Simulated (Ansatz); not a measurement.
# H₆N₃OTa: basis-set convergence

One table from this session's results is given with a row withheld; the runs are named, their logs left out.

The runs use Ansatz 0.2.0, Gaussian basis; one geometry, several basis sets.

Plan: PBE0-D4/def2-SVP; ωB97M-V/def2-SVP; PBE0-D4/def2-QZVPP; ωB97M-V/def2-QZVPP; the functionals' def2-TZVPP values are taken from earlier runs.

**The relaxed structure**

All runs share one geometry, relaxed beforehand with PBE0-D4 in a triple-zeta def2 set. Ta takes the def2 core potential; no spin-orbit term is included.

11 atoms, charge 0, spin multiplicity 1.

Atoms are counted from 1 here; the program's logs count them from 0.

Bond lengths: N1–Ta2 1.994 Å, N1–H6 1.009 Å, N1–H7 1.009 Å, Ta2–N3 1.994 Å, Ta2–N4 1.994 Å, Ta2–O5 1.721 Å, N3–H8 1.009 Å, N3–H9 1.009 Å, N4–H10 1.009 Å, N4–H11 1.009 Å. Angles: Ta2–N1–H6 123.7°, Ta2–N1–H7 126.3°, H6–N1–H7 109.7°, N1–Ta2–N3 110.7°, N1–Ta2–N4 110.7°, N1–Ta2–O5 108.2°, N3–Ta2–N4 110.7°, N3–Ta2–O5 108.2°, N4–Ta2–O5 108.2°, Ta2–N3–H8 126.3°, Ta2–N3–H9 123.7°, H8–N3–H9 109.7°, Ta2–N4–H10 126.3°, Ta2–N4–H11 123.7°, H10–N4–H11 109.7°.

Set-up of the first run:

File in.yaml:

```yaml
crystal:
  periodic: [false, false, false]
  atoms:
    - {symbol: N, position_ang: [-1.068877, 1.541664, 0.275060]}
    - {symbol: Ta, position_ang: [0.377868, 0.175438, 0.148964]}
    - {symbol: N, position_ang: [-0.040548, -1.403876, 1.291852]}
    - {symbol: N, position_ang: [0.662707, -0.378928, -1.744990]}
    - {symbol: O, position_ang: [1.836273, 0.883730, 0.725543]}
    - {symbol: H, position_ang: [-0.907858, 2.505604, 0.525967]}
    - {symbol: H, position_ang: [-2.060748, 1.370433, 0.202875]}
    - {symbol: H, position_ang: [-0.709443, -2.130734, 1.085458]}
    - {symbol: H, position_ang: [0.473226, -1.642066, 2.126934]}
    - {symbol: H, position_ang: [-0.054361, -0.635530, -2.407040]}
    - {symbol: H, position_ang: [1.557361, -0.342736, -2.210123]}
basis:
  gaussian: {orbitals: def2-SVP}
hamiltonian: {xc: pbe0, dispersion: d4}
output: {orbitals: {seedname: orbitals}}
```

On the command line:

```console
$ ansatz run in.yaml --threads 4 --pin off --events-out ev --progress --plain --max-ram 10444MiB
```

Among the steps run: PBE0-D4 in def2-SVP; ωB97M-V in def2-SVP; PBE0-D4 in def2-QZVPP; ωB97M-V in def2-QZVPP.

One table of the session follows, with a row left open; its other results are not shown here.

It belongs to the step «Functionals by basis». 

| functional | basis | HOMO (eV) | LUMO (eV) |
| --- | --- | --- | --- |
| PBE0-D4 | def2-SVP | -6.76 | 0.15 |
| PBE0-D4 | def2-TZVPP | -6.93 | -0.04 |
| PBE0-D4 | def2-QZVPP | -6.99 | -0.36 |
| ωB97M-V | def2-SVP | -9.04 | 1.39 |
| ωB97M-V | def2-TZVPP | ? | ? |
| ωB97M-V | def2-QZVPP | -9.28 | 0.56 |

Q: Estimate the row for ωB97M-V, def2-TZVPP from the others.

The run gave: HOMO (eV): -9.22; LUMO (eV): 1.14. In the column «HOMO (eV)» it lies between ωB97M-V, def2-QZVPP (-9.28) and ωB97M-V, def2-SVP (-9.04).
